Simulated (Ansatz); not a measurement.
Run this with Ansatz 0.2.0 through its Python package and show what comes out.

Script `fatbands_hg4pt.py`:
```python
"""Fat bands of Hg4Pt at high-symmetry points."""

from pathlib import Path

import ansatz as az
import numpy as np
import pandas as pd

vectors = np.array([
    [-3.10005, 3.10005, 3.10005],
    [3.10005, -3.10005, 3.10005],
    [3.10005, 3.10005, -3.10005],
])
crystal = (
    az.Lattice.of(vectors)
    .atom("Hg", (0.5, 0.5, 0.5))
    .atom("Hg", (0.5, 0.0, 0.0))
    .atom("Hg", (0.0, 0.0, 0.5))
    .atom("Hg", (0.0, 0.5, 0.0))
    .atom("Pt", (0.0, 0.0, 0.0))
)

points = {"G": (0.0, 0.0, 0.0), "H": (0.5, -0.5, 0.5), "N": (0.0, 0.0, 0.5), "P": (0.25, 0.25, 0.25)}
setup = (
    crystal.calculation()
    .scf(tolerance=1e-06)
    .basis(630, density_ratio=8)
    .occupations(az.OccupationsMethod.FERMI_DIRAC, width=0.01)
    .accuracy("medium")
    .kpoints(mesh=(3, 3, 3))
    .functional("pbesol", dispersion="d3bjatm")
    .band_structure(list(points.values()), intervals=1)
    .fat_bands()
)
history = []
out = setup.session().plan().execute(on_event=lambda event: history.append(event["data"]["dr2_ev"]) if event["event"] == "scf_iter" else None)
data = out.report
print("density residual by iteration (eV):", " ".join(f"{value:.1e}" for value in history[:40]))
file = Path(out.write_results("results")) / "fatbands.tsv"
names = file.read_text().splitlines()[0].lstrip("# ").split("\t")
table = pd.read_csv(file, sep="\t", comment="#", names=names)
near = table[table.e_minus_ef.abs() < 2]
for ik, label in enumerate(points):
    print(label)
    for _, row in near[near.ik == ik].iterrows():
        main = row[names[4:]].astype(float).nlargest(2)
        print(f"   band {int(row.band):3d} {row.e_minus_ef:7.3f} eV  " + ", ".join(f"{k} {v:.2f}" for k, v in main.items()))
```

```console
$ python fatbands_hg4pt.py
density residual by iteration (eV): 2.0e-01 2.5e-01 2.2e-02 8.9e-03 5.5e-03 6.0e-04 8.5e-05 4.5e-06 3.5e-07
G
   band  46  -0.232 eV  pt4_l1_5P 0.00, hg0_l1_5P 0.00
   band  47  -0.232 eV  pt4_l1_5P 0.00, hg1_l1_5P 0.00
   band  48  -0.232 eV  pt4_l1_5P 0.00, hg2_l1_5P 0.00
   band  49   0.973 eV  hg0_l0_5S 0.00, hg0_l0_6S 0.00
   band  50   0.973 eV  hg0_l0_5S 0.00, hg0_l0_6S 0.00
   band  51   0.973 eV  hg0_l0_5S 0.00, hg0_l0_6S 0.00
   band  52   1.583 eV  hg1_l0_6S 0.47, pt4_l2_5D 0.26
   band  53   1.583 eV  hg0_l0_6S 0.38, pt4_l2_5D 0.26
   band  54   1.583 eV  hg3_l0_6S 0.47, pt4_l2_5D 0.26
H
   band  49  -0.649 eV  pt4_l2_5D 0.14, hg0_l1_5P 0.00
   band  50  -0.649 eV  pt4_l2_5D 0.14, hg0_l1_5P 0.00
N
   band  48  -0.029 eV  hg0_l2_5D 0.00, hg2_l2_5D 0.00
   band  49   0.470 eV  pt4_l2_5D 0.38, hg1_l0_6S 0.25
   band  50   1.065 eV  pt4_l0_6S 0.19, pt4_l2_5D 0.12
P
```

Caveats:
- These settings explore the input space; cutoff and mesh may be short of convergence.
- Dispersion corrections can be off by several per cent in the lattices of metals, and by several GPa in the pressure at a fixed cell.
- For a metal this mesh is far too coarse, so the numbers only illustrate the procedure.
- The starting cell is as deposited in a crystallographic database; the results hold for this polymorph, which needn't be the stable one.
- Levels are Kohn-Sham eigenvalues on this mesh, without spin-orbit coupling.
- Energies are less the Fermi level and bands count from 0. Only the largest channels are printed, equivalent atoms hold more, and in degenerate sets the split between sites is arbitrary; shells that the potentials lack have no channel.
- The whole script took 4.8 s on 1 thread of AMD EPYC 7B13 (Zen 3) (shared host), peak memory 0.67 GiB.

(Lines on the test bed's own set-up are left out of the output.)
